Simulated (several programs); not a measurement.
**Rb2ClF (ordering on rocksalt): methods side by side**

Rb2ClF, ordered on the rocksalt lattice (R-3m) with 4 atoms a cell, relaxed with r2SCAN in Ansatz, was computed with several methods. The symmetry is R-3m (No. 166, trigonal); a = 4.295 Å, c = 21.400 Å in the conventional setting, 28.49 Å³ an atom. Around F lie 6 Rb at 2.90 Å; around Cl lie 6 Rb at 3.23 Å; around Rb lie 3 F at 2.90 Å and 3 Cl at 3.23 Å. Values at 0 K without nuclear motion; spin polarisation is off, and the phase may be a hypothetical one.

Space group R-3m:H (No. 166). a = 4.295 Å, b = 4.295 Å, c = 21.400 Å, α = 90.00°, β = 90.00°, γ = 120.00°
```json
{"atom": "F", "site": "3a", "symmetry": "-3m", "x": "0.0000", "y": "0.0000", "z": "0.0000"}
{"atom": "Cl", "site": "3b", "symmetry": "-3m", "x": "0.3333", "y": "0.6667", "z": "0.1667"}
{"atom": "Rb", "site": "6c", "symmetry": "3m", "x": "0.0000", "y": "0.0000", "z": "0.2634"}
```

Gaps and times are for a single point on this cell; volume and bulk modulus come from each method's own relaxation or energy curve at fixed shape, which is too stiff where a cell has free coordinates or axes. Times are rough, from shared hosts (Arm Neoverse V1), and each method has its own mesh and cell size. A double dagger marks a value from a curve with shape and coordinates held. GFN1-xTB (tblite) treats a cluster of cells at its zone centre, which samples few k points: where these miss a band edge, the gap comes out too large for that reason alone. Gaps from k meshes are read at a limited set of points (mesh, symmetry points, PBE's band edges), so each method's own least gap may be somewhat smaller. Force fields have no electrons; where one was fitted to this phase, its volume and modulus reflect the fit. xTB and the PM methods were fitted mostly to molecules, and can miss a solid's gap by electronvolts. Minimal bases can be far off for gaps. Times of the plane-wave rungs are withheld (a dash), since they come from other jobs, hosts and meshes; the meshes of hybrids and Hartree-Fock don't converge their gaps to the digits shown. GLLB-SC's gap includes the derivative discontinuity. G0W0 is at finite bands, cutoff and mesh. d marks a direct gap, i an indirect one (no mark: not told apart), a dash a value that wasn't computed or didn't pass its checks.

```csv
method,kind,gap (eV),own volume (Å³/atom),bulk modulus (GPa),atoms computed,processor time
ffield.eim (LAMMPS),force field,–,–,–,4,0.1 s
"light PBE (260 eV, its own mesh)",light plane-wave,4.87 d,–,–,4,1.6 s
GFN1-xTB (tblite),tight binding,2.85,–,–,cluster,8.3 s
PBE,semilocal,4.89 d,29.98,18‡,4,–
r2SCAN,semilocal,5.49 d,28.49,22‡,4,–
PBE/single zeta (GPAW),small basis,4.04 i,–,–,4,57 s
PBE/SZV (CP2K),small basis,3.05 i,–,–,4,94 s
PBE+SOC,semilocal,4.84 d,–,–,4,–
GLLB-SC (GPAW),model potential,9.63,–,–,4,2.6 min
PBE/DZVP (CP2K),small basis,4.80 d,30.16‡,19‡,4,2.9 min
G0W0@PBE (120 eV screening cutoff),many-body,7.62,–,–,4,–
```

Against r2SCAN (5.49 eV) the nearest gap at the points sampled is that of PBE (-0.61 eV) and the farthest that of GLLB-SC (GPAW) (+4.14 eV). r2SCAN is only a yardstick of convenience: semilocal gaps usually lie below measured ones, which GLLB-SC and hybrids aim to mend.

Volumes against r2SCAN's: PBE +5.2 %.

Runs without a result: GFN2-xTB (tblite) (single point), PM7 (MOPAC) (single point, out of time).

Only the rows marked +SOC include spin-orbit coupling.
